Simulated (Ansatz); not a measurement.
# TaBr4F: from a guess to a relaxed structure, part 2 of 2

Aim: relax a trial structure of TaBr4F and see where it ends.

Ansatz 0.2.0; DFT PBE, scalar-relativistic, plane waves, PAW. The steps go on from the part before.

## Step 4: Relaxation on the finer mesh

input.yaml

```yaml
crystal:
  lattice:
    - [0.0, 4.22004193, 4.22004193]
    - [4.22004193, 0.0, 4.22004193]
    - [4.22004193, 4.22004193, 0.0]
  atoms:
    - { symbol: Ta, position: [0.0, 0.0, 0.0], spin: 2.52 }
    - { symbol: Br, position: [0.87275615, 0.37574795, 0.37574795] }
    - { symbol: Br, position: [0.37574795, 0.37574795, 0.37574795] }
    - { symbol: Br, position: [0.37574795, 0.87275615, 0.37574795] }
    - { symbol: Br, position: [0.37574795, 0.37574795, 0.87275615] }
    - { symbol: F, position: [0.75, 0.75, 0.75] }
basis:
  ecutwfc: 420
kpoints:
  mp_grid: { grid: [8, 8, 8] }
hamiltonian:
  xc: pbe
scf:
  occupations: { method: gaussian, width: 0.1 }
output:
  forces: true
  stress: true
  eigenvalues: true
  populations: true
  write_density: true
  write_potential: true
  elf: true
  volumetric_format: npy
magnetization:
  spin_polarized: true
relax:
  adjacent_minimum: "off"
  f_tol: 0.01
  max_steps: 80
  cell: { stress_tol: 0.05 }
```

Started as:

```sh
> ansatz run input.yaml --threads 1 --pin off --max-ram 2560MiB --backend cpu --events-out ev --progress --plain --runs-dir out
```

The program printed:

```text
Warning: RAYON_NUM_THREADS=1 ignored (pool sized by the plan → 1); use --threads N
Engine: ansatz 0.2.0, x86_64-unknown-linux-gnu
Pseudopotentials: kind: paw
Pseudopotential: Ta, paw, valence charge 13, recommended cutoff 420 eV (normal), Ta.paw.azcp
Pseudopotential: Br, paw, valence charge 7, recommended cutoff 420 eV (normal), Br.paw.azcp
Pseudopotential: F, paw, valence charge 7, recommended cutoff 420 eV (normal), F.paw.azcp
Functional definition: PBE
  parameter kappa = 0.804
  parameter beta = 0.06672455060314922
  exchange = pbe_x(kappa = kappa, mu = beta*pi^2/3)
  correlation = pbe_c(beta = beta)
Crystal: 6 atoms, lattice volume = 150.307 Å³
Basis set: ecut = 420 eV, 2891 PW (Γ), exchange–correlation on 80×80×80 points (8 copies of the dense FFT grid, shifted against one another)
Bands: 32, of which v1, the nominal top of the filled ones, is band 24 counted from 1 (23 counted from 0)
Symmetry: 24 space group operations
Space group: F-43m (ITA 216), of the structure as read, at distance tolerance 5.3e-5 Å
Magnetic group: BNS 216.74 (UNI 1576), of the structure as read, at distance tolerance 5.3e-5 Å
k-points: 29 of 512 (time reversal used)
Non-local potential: Ta, projectors of the file, l = 0: 3, l = 1: 2, l = 2: 2, l = 3: 1
Non-local potential: Br, projectors of the file, l = 0: 2, l = 1: 2, l = 2: 2
Non-local potential: F, projectors of the file, l = 0: 2, l = 1: 2, l = 2: 1
PAW form: soft (Blöchl's): semilocal exchange-correlation on the pseudo side does not see the compensation charge
PAW one-centre angular grid: Ta, 590 points (default); XC on 64 Gauss nodes
PAW one-centre angular grid: Br, 110 points (default); XC on 64 Gauss nodes
PAW one-centre angular grid: F, 110 points (default); XC on 64 Gauss nodes
Starting moments: Σ|m| = 2.52 μB on 1 of 6 sites
Initial wavefunctions: pseudopotential atomic-orbital guess
Functional: x = pbe(κ = 0.804, μ = 0.2195149727645171), c = pbe(β = 0.06672455060314922)
SCF iter   1: F=—  HF=-21875.703764 eV  |F-HF|=—  |Δ(HF+E_count)|=         —  Δρ=1.73e-1 (↑1.73e-1 ↓1.72e-1)  dr2=2.69e2  dr2_m=1.68e-1  M=3.143 μB ∫|m|=3.207 μB  β_m=0.30  ethr=3.10e-3  ⟨swp⟩=8.8  Hψ=9634  notcnv=0
Mixer restart at iter 1: flushing history
preconditioner: auto → Kerker (q_TF=auto, 2.256 Å⁻¹)  [metal: Δε(μ)=0.015 eV  Ē_g=7.799 eV  σ=0.100 eV  W_gap=0.08  n_scr=26 (ndim 8)  ℏωp=19.2 eV  f_vac=0.000  D(μ)=7.79/eV (n_scr^D=64)]
spin=Collinear: Kerker preconditioning applied to the charge; magnetization (m = ρ↑ − ρ↓) channel mixes plain (no charge-response kernel on spin).
SCF iter   2: F=—  HF=-21873.384858 eV  |F-HF|=—  |Δ(HF+E_count)|=    2.32e0  Δρ=8.00e-2 (↑8.00e-2 ↓7.81e-2)  dr2=3.04e1  dr2_m=9.51e-2  M=3.354 μB ∫|m|=3.581 μB  β_m=0.26  ethr=3.10e-3  ⟨swp⟩=3.7  Hψ=5846  notcnv=0  defer=86
SCF iter   3: F=—  HF=-21868.282465 eV  |F-HF|=—  |Δ(HF+E_count)|=    5.10e0  Δρ=4.90e-2 (↑4.90e-2 ↓4.73e-2)  dr2=1.37e1  dr2_m=4.79e-2  M=3.222 μB ∫|m|=3.557 μB  β_m=0.63  ethr=3.10e-3  ⟨swp⟩=2.4  Hψ=3902  notcnv=0  defer=65
SCF iter   4: F=—  HF=-21864.808799 eV  |F-HF|=—  |Δ(HF+E_count)|=    3.47e0  Δρ=7.69e-3 (↑7.69e-3 ↓5.99e-3)  dr2=2.01e-1  dr2_m=1.62e-2  M=2.794 μB ∫|m|=3.381 μB  β_m=0.77  ethr=3.10e-3  ⟨swp⟩=3.2  Hψ=4524  notcnv=0  defer=64
SCF iter   5: F=—  HF=-21865.082425 eV  |F-HF|=—  |Δ(HF+E_count)|=         —  Δρ=1.31e-2 (↑1.31e-2 ↓9.31e-3)  dr2=1.09e0  dr2_m=2.02e-2  M=2.496 μB ∫|m|=3.071 μB  β_m=0.77  ethr=4.19e-4  ⟨swp⟩=2.2  Hψ=3894  notcnv=0  defer=60
Mixer restart at iter 5: flushing history
SCF iter   6: F=—  HF=-21865.209801 eV  |F-HF|=—  |Δ(HF+E_count)|=   1.27e-1  Δρ=3.47e-2 (↑3.47e-2 ↓1.65e-2)  dr2=3.62e0  dr2_m=1.23e-1  M=2.233 μB ∫|m|=3.339 μB  β_m=0.43  ethr=4.19e-4  ⟨swp⟩=2.9  Hψ=3879  notcnv=0  defer=60  recentre
SCF iter   7: F=—  HF=-21865.041312 eV  |F-HF|=—  |Δ(HF+E_count)|=   1.68e-1  Δρ=8.30e-3 (↑8.30e-3 ↓5.25e-3)  dr2=4.35e-1  dr2_m=3.66e-3  M=2.589 μB ∫|m|=3.168 μB  β_m=0.45  ethr=4.19e-4  ⟨swp⟩=2.0  Hψ=3874  notcnv=0  defer=58
SCF iter   8: F=—  HF=-21864.973868 eV  |F-HF|=—  |Δ(HF+E_count)|=   6.74e-2  Δρ=3.31e-3 (↑3.31e-3 ↓1.74e-3)  dr2=8.21e-2  dr2_m=2.69e-3  M=2.646 μB ∫|m|=3.252 μB  β_m=0.70  ethr=4.19e-4  ⟨swp⟩=2.0  Hψ=3038  notcnv=0  defer=59
SCF iter   9: F=—  HF=-21864.964144 eV  |F-HF|=—  |Δ(HF+E_count)|=   9.72e-3  Δρ=3.30e-3 (↑3.30e-3 ↓1.05e-3)  dr2=3.00e-2  dr2_m=2.89e-3  M=2.607 μB ∫|m|=3.285 μB  β_m=0.86  ethr=1.71e-4  ⟨swp⟩=2.4  Hψ=2791  notcnv=0  defer=59
SCF iter  10: F=—  HF=-21864.964050 eV  |F-HF|=—  |Δ(HF+E_count)|=   9.38e-5  Δρ=1.83e-3 (↑1.83e-3 ↓5.15e-4)  dr2=8.77e-3  dr2_m=7.39e-4  M=2.633 μB ∫|m|=3.303 μB  β_m=0.93  ethr=6.24e-5  ⟨swp⟩=1.0  Hψ=2272  notcnv=0  defer=59
SCF iter  11: F=—  HF=-21864.963531 eV  |F-HF|=—  |Δ(HF+E_count)|=   5.20e-4  Δρ=3.72e-4 (↑3.72e-4 ↓6.67e-5)  dr2=3.15e-4  dr2_m=4.14e-5  M=2.649 μB ∫|m|=3.310 μB  β_m=0.97  ethr=1.83e-5  ⟨swp⟩=1.5  Hψ=1952  notcnv=0  defer=59
SCF iter  12: F=—  HF=-21864.963526 eV  |F-HF|=—  |Δ(HF+E_count)|=   4.54e-6  Δρ=6.93e-5 (↑6.93e-5 ↓1.75e-5)  dr2=1.44e-5  dr2_m=1.23e-6  M=2.655 μB ∫|m|=3.314 μB  β_m=0.98  ethr=6.57e-7  ⟨swp⟩=1.7  Hψ=2399  notcnv=0  defer=59
SCF iter  13: F=—  HF=-21864.963573 eV  |F-HF|=—  |Δ(HF+E_count)|=   4.68e-5  Δρ=4.67e-5 (↑4.67e-5 ↓9.90e-6)  dr2=8.45e-6  dr2_m=5.35e-7  M=2.654 μB ∫|m|=3.313 μB  β_m=0.99  ethr=3.00e-8  ⟨swp⟩=2.1  Hψ=2760  notcnv=0  defer=59
SCF iter  14: F=—  HF=-21864.963573 eV  |F-HF|=—  |Δ(HF+E_count)|=   5.14e-8  Δρ=2.04e-5 (↑2.04e-5 ↓8.44e-6)  dr2=1.47e-6  dr2_m=6.06e-8  M=2.655 μB ∫|m|=3.314 μB  β_m=1.00  ethr=1.76e-8  ⟨swp⟩=1.0  Hψ=1857  notcnv=0  defer=59
SCF iter  15: F=—  HF=-21864.963573 eV  |F-HF|=—  |Δ(HF+E_count)|=   6.01e-8  Δρ=4.19e-6 (↑4.19e-6 ↓1.41e-6)  dr2=7.79e-8  dr2_m=5.40e-9  M=2.655 μB ∫|m|=3.314 μB  β_m=1.00  ethr=3.06e-9  ⟨swp⟩=2.0  Hψ=2220  notcnv=0  defer=59
SCF iter  16: F=—  HF=-21864.963573 eV  |F-HF|=—  |Δ(HF+E_count)|=   3.65e-9  Δρ=1.10e-6 (↑1.10e-6 ↓4.97e-7)  dr2=6.06e-9  dr2_m=4.13e-10  M=2.655 μB ∫|m|=3.314 μB  β_m=1.00  ethr=1.62e-10  ⟨swp⟩=1.3  Hψ=1925  notcnv=0  defer=59
SCF iter  17: F=-21864.963573 eV  HF=-21864.963573 eV  |F-HF|=9.86e-10  |Δ(HF+E_count)|=  9.09e-11  Δρ=4.28e-7 (↑4.28e-7 ↓2.62e-7)  dr2=1.19e-9  dr2_m=9.38e-11  M=2.655 μB ∫|m|=3.314 μB  ethr=1.26e-11  ⟨swp⟩=9.5  Hψ=11377  notcnv=0
SCF 1 converged in 17 iterations: F = -21864.963573 eV  dr2 = 1.19e-9
relax step   1: F+E_penalty+E_count = -21864.96357268 eV  Δ(F+E_penalty+E_count) = +0.000e0 eV  max|allowed force component| = 1.734e-1 eV/Å  Δτ_max = 0.0000 Å  P = -1.293 GPa  Ω = 150.307 Å³  (17 SCF iters, dr2 threshold 1.00e-7 eV, accepted)
[... 18 lines left out ...]
relax step   2: F+E_penalty+E_count = -21864.98462960 eV  Δ(F+E_penalty+E_count) = -2.106e-2 eV  max|allowed force component| = 2.095e-1 eV/Å  Δτ_max = 0.0363 Å  P = +0.208 GPa  Ω = 144.754 Å³  energy of the carried Pulay correction = +3.182e-3 eV  (9 SCF iters, dr2 threshold 6.00e-7 eV, accepted)
[... 14 lines left out ...]
relax step   3: F+E_penalty+E_count = -21864.99833721 eV  Δ(F+E_penalty+E_count) = -1.371e-2 eV  max|allowed force component| = 1.343e-2 eV/Å  Δτ_max = 0.0206 Å  P = -0.023 GPa  Ω = 145.273 Å³  energy of the carried Pulay correction = +2.879e-3 eV  (9 SCF iters, dr2 threshold 6.00e-7 eV, accepted)
[... 14 lines left out ...]
relax step   4: F+E_penalty+E_count = -21864.99843472 eV  Δ(F+E_penalty+E_count) = -9.751e-5 eV  max|allowed force component| = 1.576e-4 eV/Å  Δτ_max = 0.0012 Å  P = -0.003 GPa  Ω = 145.213 Å³  energy of the carried Pulay correction = +2.915e-3 eV  (9 SCF iters, dr2 threshold 1.13e-8 eV, accepted)
[... 13 lines left out ...]
relax step   5: F+E_penalty+E_count = -21864.99608050 eV  Δ(F+E_penalty+E_count) = +2.354e-3 eV  max|allowed force component| = 1.624e-4 eV/Å  Δτ_max = 0.0000 Å  P = -0.034 GPa  Ω = 145.213 Å³  stress off target by 3.36e-2 GPa  SCF on the basis re-selected at this cell (its energy is not comparable with the rows above)  (9 SCF iters)
basis re-selected at this cell: Δ(F+E_penalty+E_count) = +2.354e-3 eV, ΔP = -0.031 GPa vs the last step (what re-selecting the basis moved, of the pressure what is left beyond the Pulay correction that the steps carried, after the strain that the cell walked since its last selection, with what the two solves' SCF thresholds leave and, on support functions, any second-order correction that the steps lacked; it is no measure of the basis error at this ecutwfc). This SCF's stress stands 3.36e-2 GPa from its target on what of the cell is left free (relax.cell.stress_tol is 5.00e-2 GPa) and its largest allowed force component is 1.62e-4 eV/Å (relax.f_tol is 1.00e-2 eV/Å): within both
SCF converged after 9 iterations
Magnetization: 2.6383 μB (25.3191 up, 22.6809 down)
Absolute magnetization: 3.2354 μB (∫|ρ↑−ρ↓|, with the PAW one-centre terms)
Spin contamination: 0.2702 ħ² per cell (⟨S²⟩ above its minimum at these occupations)
Per-site moments (μB) at R_I (Å): [(2.250727766756352, 1.4264480406859523), (-0.006099742912065857, 1.212838999749004), (-0.006099742912066044, 1.212838999749004), (-0.006099742912065833, 1.212838999749004), (-0.006099742912065617, 1.212838999749004), (-0.040399707574502675, 1.427301281375813)]
Free energy (F): -21864.996081 eV
Harris-Foulkes:  -21864.996081 eV  (|F-HF|=1.09e-11)
Internal energy: -21864.960518 eV  (E = F + TS)
E sigma→0 (E₀):  -21864.978299 eV
Entropy (-TS):   -0.035563 eV (-5.927 meV/atom)
Fermi energy:    5.987087 eV
--- Per-component energies (eV) ---
  E_band       = -305.121492
  E_kinetic    = 1095.907956
  E_local      = -2232.384260  (includes V_loc(G=0)·N_el)
  E_nonlocal   = 368.492949
  E_hartree    = 697.343321
  E_xc         = -1345.858328
  E_vxc        = -707.527882  (∫ρ·V_xc dr)
  E_paw        = -17583.418329  (= ΣΔE_a)
  E_vpaw       = -224.299115  (= ΣTr[D̂ρ^β])
  E_aug_tail   = 0.002163  (compensation charges beyond the density's cutoff)
  E_ewald      = -2865.045989
  E_smearing   = -0.035563  (= −TS)
  E_closure    = 0.000000  (closes the sum)
  Σ components = -21864.996081   (vs F -21864.996081, Δ=0.00e0)
--- Forces (eV/Å), atoms counted from 1 ---
  atom   1  Ta    -0.00000000    -0.00000000    -0.00000000
  atom   2  Br    -0.00016240     0.00016240     0.00016240
  atom   3  Br    -0.00016240    -0.00016240    -0.00016240
  atom   4  Br     0.00016240    -0.00016240     0.00016240
  atom   5  Br     0.00016240     0.00016240    -0.00016240
  atom   6  F     -0.00000000     0.00000000     0.00000000
  max |Σ_I F_I| component: 2.86e-17 eV/Å
--- Stress (GPa, compression-positive) ---
       -0.033562       0.000000       0.000000
        0.000000      -0.033562       0.000000
        0.000000      -0.000000      -0.033562
  P = ⅓ Tr σ = -0.0336 GPa (-0.336 kbar)
--- Band table (eV; the first three rows and the last of 58) ---
  k-point 0 ↑: bands = ["-63.9165", "-30.4788", "-30.4788", "-30.4788", "-13.6484", "-10.7956", "-8.4800", "-8.4800", "-8.4800", "-1.3458", "0.7440", "0.7440", "0.7440", "1.7466", "1.7466", "4.6256", "4.6256", "4.6256", "4.7352", "5.6870", "5.6870", "5.6870", "5.8914", "5.8914", "5.8914", "6.4011", "6.4011", "6.5775", "6.5775", "6.5775", "10.4167", "10.4167"]
[... 3 lines left out ...]
--- Relaxed structure (4 steps of the walk, 4 accepted, 1 SCFs on fresh bases) ---
  F+E_penalty+E_count = -21864.99608050 eV   max|allowed force component| = 1.624e-4 eV/Å   (the final SCF, on the basis selected at the relaxed cell)
  cell:  # Å, volume = 145.2127 Å³
    - [-5.7068166768430604e-33, 4.171813645972363, 4.171813645972363]
    - [4.171813645972363, -4.585834829606032e-33, 4.171813645972363]
    - [4.171813645972363, 4.171813645972363, -7.235428286711739e-33]
  atoms:
    - { symbol: Ta, position: [-3.853760900257881e-20, -2.5691739335051427e-20, 1.7984217534536547e-19] }
    - { symbol: Br, position: [0.876233334647456, 0.37458888845084787, 0.3745888884508478] }
    - { symbol: Br, position: [0.37458888845084787, 0.37458888845084787, 0.37458888845084787] }
    - { symbol: Br, position: [0.37458888845084787, 0.876233334647456, 0.3745888884508478] }
    - { symbol: Br, position: [0.37458888845084787, 0.37458888845084787, 0.876233334647456] }
    - { symbol: F, position: [0.75, 0.75, 0.75] }
--- Löwdin populations: 6 sites ---
  site symbol       q [e]    m [muB]
     0     Ta     11.9790     2.6837
     1     Br      7.0101    -0.0112
     2     Br      7.0101    -0.0112
     3     Br      7.0101    -0.0112
     4     Br      7.0101    -0.0112
     5      F      7.6763    -0.0477
  spilling = 0.006342 (of n_electrons = 48.000000)
```

Wall time 6.3 min (1 thread of Intel Xeon at 2.50GHz (Skylake/Cascade Lake), shared host); peak memory 0.56 GiB.

The steps of the relaxation:

| step | E - E(step 1) (eV/cell) | largest force component (eV/Å) | pressure (GPa) | volume (Å³) |
| --- | --- | --- | --- | --- |
| 1 | 0.0000 | 0.1734 | -1.29 | 150.31 |
| 2 | -0.0211 | 0.2095 | 0.21 | 144.75 |
| 3 | -0.0348 | 0.0134 | -0.02 | 145.27 |
| 4 | -0.0349 | 0.0002 | 0.00 | 145.21 |
| 5 | -0.0325 | 0.0002 | -0.03 | 145.21 |

Step 1 is the start. Step 5 repeats the geometry before it on a plane-wave basis chosen anew for that cell, so its energy need not be comparable with the rows above.

Lengths and angles in the start's conventional setting:

|  | before | after | change |
| --- | --- | --- | --- |
| a (Å) | 8.440 | 8.344 | -1.1 % |
| b (Å) | 8.440 | 8.344 | -1.1 % |
| c (Å) | 8.440 | 8.344 | -1.1 % |
| volume (Å³/atom) | 25.05 | 24.20 | -3.4 % |
| shortest distance (Å) | 2.966 | 2.940 | -0.9 % |
| space group (0.01 Å) | F-43m | F-43m | same |

Forces and stress were held to the start's 24 operations: a distortion of lower symmetry was not tested.

Per atom:

| atom | moment in the atom's sphere (μB) | Löwdin electrons |
| --- | --- | --- |
| Ta1 | 2.25 | 11.98 |
| Br2 | -0.01 | 7.01 |
| Br3 | -0.01 | 7.01 |
| Br4 | -0.01 | 7.01 |
| Br5 | -0.01 | 7.01 |
| F6 | -0.04 | 7.68 |

The Löwdin counts miss 0.30 of the 48 electrons, which the atomic orbitals do not span, so they are no charges.

Axes a, b and c in the maps are those of this run's conventional cell (a, b, c = 8.344, 8.344, 8.344 Å).

Density in a lattice plane of the grid's cell (edges 8.34 and 8.34 Å, at 0.125 of the third edge), which holds Br.

Values in e/Å³, 12 rows by 12 columns:
```
0.19 0.13 0.09 0.45 1.04 1.00 0.40 0.07 0.05 0.03 0.04 0.10
0.06 0.09 0.10 0.44 1.02 1.04 0.39 0.05 0.04 0.08 0.05 0.04
0.12 0.45 0.44 0.23 0.44 0.45 0.12 0.03 0.08 0.20 0.08 0.03
0.39 1.04 1.02 0.44 0.10 0.09 0.06 0.04 0.05 0.08 0.04 0.05
0.40 1.00 1.04 0.45 0.09 0.13 0.19 0.10 0.04 0.03 0.05 0.07
0.21 0.40 0.39 0.12 0.06 0.19 0.47 0.19 0.06 0.12 0.39 0.40
0.40 0.07 0.05 0.03 0.04 0.10 0.19 0.13 0.09 0.45 1.04 1.00
0.39 0.05 0.04 0.08 0.05 0.04 0.06 0.09 0.10 0.44 1.02 1.04
0.12 0.03 0.08 0.20 0.08 0.03 0.12 0.45 0.44 0.23 0.44 0.45
0.06 0.04 0.05 0.08 0.04 0.05 0.39 1.04 1.02 0.44 0.10 0.09
0.19 0.10 0.04 0.03 0.05 0.07 0.40 1.00 1.04 0.45 0.09 0.13
0.47 0.19 0.06 0.12 0.39 0.40 0.21 0.40 0.39 0.12 0.06 0.19
```
Columns run along the first of these edges and rows up along the second, over one cell in 12 and 12 even steps from the bottom left corner. Atoms in the plane (fractional): Br at (0.37, 0.87), Br at (0.87, 0.37), Br at (0.13, 0.63), Br at (0.63, 0.13).

ELF in the same plane.

Ten even steps from '0' (0.00) to '9' (0.87):
```
222114899899511221000112
121115992029830000000111
111103892029940000110001
134321598799820012331000
479984248997410024542001
899789512343100013321002
992019830111110001100004
892029951112111100000003
599899841122221100012211
248987411122322111478984
511221000112222114899899
830000000111121115992029
940000110001111103892029
820012331000134321598799
410024542001479984248997
100013321002899789512343
110001100004992019830111
111100000003892029951112
221100012211599899841122
322111478984248987411122
```
Columns run along the first of these edges and rows up along the second, over one cell in 24 and 20 even steps from the bottom left corner. Atoms in the plane (fractional): Br at (0.37, 0.87), Br at (0.87, 0.37), Br at (0.13, 0.63), Br at (0.63, 0.13).

Both are smooth fields of the valence electrons: close to the nuclei they are not physical.

Spin density (up less down) in a lattice plane of the grid's cell (edges 8.34 and 8.34 Å, at 0.125 of the third edge), which holds Br.

Values in e/Å³, 12 rows by 12 columns:
```
 0.10  0.06  0.02  0.00 -0.03  0.03  0.01  0.00  0.00  0.00  0.01  0.06
 0.02  0.02  0.00  0.01  0.03 -0.03 -0.01  0.00  0.00  0.00  0.00  0.01
 0.00  0.00  0.01  0.00  0.01  0.00  0.00  0.00  0.00  0.00  0.00  0.00
-0.01 -0.03  0.03  0.01  0.00  0.02  0.02  0.01  0.00  0.00  0.00  0.00
 0.01  0.03 -0.03  0.00  0.02  0.06  0.10  0.06  0.01  0.00  0.00  0.00
 0.00  0.01 -0.01  0.00  0.02  0.10  0.14  0.10  0.02  0.00 -0.01  0.01
 0.01  0.00  0.00  0.00  0.01  0.06  0.10  0.06  0.02  0.00 -0.03  0.03
-0.01  0.00  0.00  0.00  0.00  0.01  0.02  0.02  0.00  0.01  0.03 -0.03
 0.00  0.00  0.00  0.00  0.00  0.00  0.00  0.00  0.01  0.00  0.01  0.00
 0.02  0.01  0.00  0.00  0.00  0.00 -0.01 -0.03  0.03  0.01  0.00  0.02
 0.10  0.06  0.01  0.00  0.00  0.00  0.01  0.03 -0.03  0.00  0.02  0.06
 0.14  0.10  0.02  0.00 -0.01  0.01  0.00  0.01 -0.01  0.00  0.02  0.10
```
Columns run along the first of these edges and rows up along the second, over one cell in 12 and 12 even steps from the bottom left corner. Atoms in the plane (fractional): Br at (0.37, 0.87), Br at (0.87, 0.37), Br at (0.13, 0.63), Br at (0.63, 0.13).

Maxima of ELF outside the ion cores: 0.90 beside Br, off the lines to its neighbours, 0.8 Å from Br; 0.87 in the shell around Br, 0.9 Å from Br; 0.82 in the shell around F, 0.6 Å from F.

## Step 5: Summary of results

What follows sums up all 2 parts. Changes of volume or cell count from the first structure of part 1.

```
                                                              quantity                                                                      value
                                symmetry at the end (tolerance 0.05 Å)                                                space group F-43m (No. 216)
                                                     conventional cell  a = 8.344 Å, b = 8.344 Å, c = 8.344 Å, α = 90.00°, β = 90.00°, γ = 90.00°
                                                                volume                                                              24.20 Å³/atom
energy over the elements (uncorrected; H, N, O, F and Cl as molecules)                                                              +0.93 eV/atom
                                                       gap on the mesh                                                               none (metal)
                                                          total moment                                                               2.64 μB/cell
```

**Reading.** The space group F-43m (No. 216) is kept, and the volume per atom shrinks by 3.4 % from the first guess. With a positive formation energy it can't be a ground state. No finished test with a distortion of lower symmetry is shown, so the end may be a saddle point. Spin-orbit coupling is left out for Ta. Other magnetic orders were not searched.
